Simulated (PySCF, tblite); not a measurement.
**C7H13+: geometry, infrared bands and NMR shifts**

Wanted: the infrared bands and NMR shifts of C7H13+ (`C=C[C+](C)C(C)C`), by calculation.

The runs use tblite 0.8.0 and PySCF 2.14.0, with density-fitted response routines of our own; the level of theory stands in each step. All values are computed, except where a source is named. Atoms count from 0, in the outputs and in this text.

## Step 1: The starting structure

20 atoms, charge 1, multiplicity 1; geometry from: force field or distance geometry start.

Bonds of the start (Å): C0–C1 1.34, C1–C2 1.46, C2–C3 1.48, C2–C4 1.48, C4–C5 1.51, C4–C6 1.52, C0–H7 1.09, C0–H8 1.08, C1–H9 1.08, C3–H10 1.09, C3–H11 1.14, C3–H12 1.09, C4–H13 1.13, C5–H14 1.12, C5–H15 1.11, C5–H16 1.13, C6–H17 1.10, C6–H18 1.13, C6–H19 1.09.

## Step 2: Geometry optimisation with GFN2-xTB

Job settings and geometry (Å):

```
{"job": {"kind": "relax", "xc": "GFN2-xTB", "basis": "xTB"}, "charge": 1, "multiplicity": 1}
C      2.712800     0.078500     0.458900
C      1.495600    -0.294600     0.884800
C      0.435900    -0.220600    -0.113400
C      0.659900    -0.927200    -1.396800
C     -0.781500     0.558000     0.212300
C     -1.483300     0.002300     1.425300
C     -1.714900     0.717900    -0.970800
H      2.799400     0.415800    -0.569000
H      3.582500     0.068700     1.093000
H      1.332000    -0.635200     1.897700
H     -0.250500    -1.088500    -1.981800
H      1.047600    -1.952200    -1.090300
H      1.475800    -0.467800    -1.959500
H     -0.409200     1.571700     0.544000
H     -0.747700    -0.118200     2.265900
H     -2.063900    -0.920400     1.231700
H     -2.197000     0.810300     1.758700
H     -1.199300     0.712700    -1.947600
H     -2.195600     1.732500    -0.873400
H     -2.503800    -0.033000    -0.872700
```

Launch:

```
> OMP_NUM_THREADS=1 python probes_run.py task.json out
```

This one command runs all jobs of the session in turn.

**Question.** This job is followed by: GFN2-xTB harmonic vibrations, gas phase; GIAO PBE0/pcSseg-1 NMR shielding, non-relativistic, gas phase. What will the session give for the following? strongest single infrared mode (GFN2-xTB); zero-point energy (GFN2-xTB); 13C shifts against TMS (PBE0/pcSseg-1, means over atoms taken as alike); 1H shifts against TMS (PBE0/pcSseg-1, means over atoms taken as alike).

**Answer**, as computed:

| quantity | value |
| --- | --- |
| strongest single infrared mode (GFN2-xTB) | 1312 cm⁻¹, 162 km/mol |
| zero-point energy (GFN2-xTB) | 110.5 kcal/mol |
| 13C shifts against TMS (PBE0/pcSseg-1, means over atoms taken as alike) | 289.0, 182.3, 150.0, 62.3, 31.3, 26.9 ppm |
| 1H shifts against TMS (PBE0/pcSseg-1, means over atoms taken as alike) | 8.73, 8.51, 8.10, 3.86, 3.55, 1.80 ppm |

What this shows: The optimisation took 121 steps and gained 0.764 eV; among the close pairs (by a distance rule), C3–H11 changed most, from 1.138 to 1.085 Å. No mode is imaginary among the 54: a minimum at this level. The strongest single mode, at 1312 cm⁻¹, is carried by H10, H12, C3. Unscaled tight-binding wavenumbers are off by several per cent, some by more. Its intensities can rank the bands wrongly. The most deshielded carbon is C2 (carbocation centre), at 289.0 ppm: the empty p orbital gives low-energy magnetic excitations and strong deshielding. At PBE0/pcSseg-1: The largest span, 421 ppm, is at C2, where the paramagnetic term is -370 ppm.
